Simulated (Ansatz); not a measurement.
# Al3Cu: the cost of one run

Method: DFT LDA, scalar-relativistic, plane waves, PAW, in Ansatz 0.2.0.

2 further runs of the same task are left out: 2 set aside as unsound or not needed. Runs told in other sessions of the task aren't counted.

## 1. The starting structure

Symmetry: Pm-3m, No. 221, cubic system. Conventional cell: a = 3.855 Å, b = 3.855 Å, c = 3.855 Å, α = 90.00°, β = 90.00°, γ = 90.00°. Al (site symmetry 4/mmm) is surrounded by 8 Al at 2.73 Å and 4 Cu at 2.73 Å. Cu (site symmetry m-3m) has 12 Al at 2.73 Å in its first shell of neighbours.

Structure file:

```xyz
4
Lattice="3.8549 0.0000 0.0000 0.0000 3.8549 0.0000 0.0000 0.0000 3.8549" Properties=species:S:1:pos:R:3 pbc="T T T"
Al    0.0000    1.9274    1.9274
Al    1.9274    0.0000    1.9274
Al    1.9274    1.9274    0.0000
Cu    0.0000    0.0000    0.0000
```

It goes back to an entry of the Materials Project, which need not be the stable form.

This cell was relaxed beforehand with the same method: volume 14.32 Å³/atom, gap on the mesh none (metal).

## 2. Plan of the line

The energy is mapped over a normal mode and a strain (zone-centre modes of the cell shown) (x along [1 0 0], y along [0 1 0], z along [0 0 1] of the conventional cell).

The axes are (1) amplitude of mode 8 (217 cm⁻¹), largest displacement in the unstrained cell: 7 values from −0.253 Å; (2) strain +e along z and -e/2 along x and y: 7 values from −7.00 %.

Nothing else is relaxed (the pattern is fixed in fractional coordinates). Energies count from the relaxed high-symmetry cell. Points are written as (first, second).

The modes come from a phonon run on the reference cell, made beforehand.

Displacement patterns for an amplitude of 1 (Å):

| atom | x1 | y1 | z1 |
| --- | --- | --- | --- |
| Al1 | 0.000 | 1.000 | 0.000 |
| Al2 | 0.000 | 0.000 | 0.000 |
| Al3 | 0.000 | -1.000 | 0.000 |
| Cu4 | 0.000 | 0.000 | 0.000 |

## 3. Point (0.000 Å, −7.00 %)

The input, input.yaml:

```yaml
crystal:
  lattice:
    - [3.9898006248, 0.0, 0.0]
    - [0.0, 3.9898006248, 0.0]
    - [0.0, 0.0, 3.5850382426]
  atoms:
    - { symbol: Al, position: [0.0, 0.5, 0.5] }
    - { symbol: Al, position: [0.5, 0.0, 0.5] }
    - { symbol: Al, position: [0.5, 0.5, 0.0] }
    - { symbol: Cu, position: [0.0, 0.0, 0.0] }
basis:
  ecutwfc: 520.0
kpoints:
  mp_grid: { grid: [10, 10, 10] }
hamiltonian:
  xc: lda
  pseudopotentials: { kind: paw, azcp: { folder: soft_1 } }
scf:
  occupations: { method: gaussian, width: 0.15 }
output:
  forces: true
  stress: true
  eigenvalues: true
```

The run is started by

```
$ ansatz run input.yaml --threads 2 --pin off --max-ram 4096MiB --backend cpu --events-out ev --progress --plain --runs-dir out
```

Q: Estimate wall time and peak memory on 2 threads of Arm Neoverse N1, shared host.

About 11 s, with a peak of 0.41 GiB.
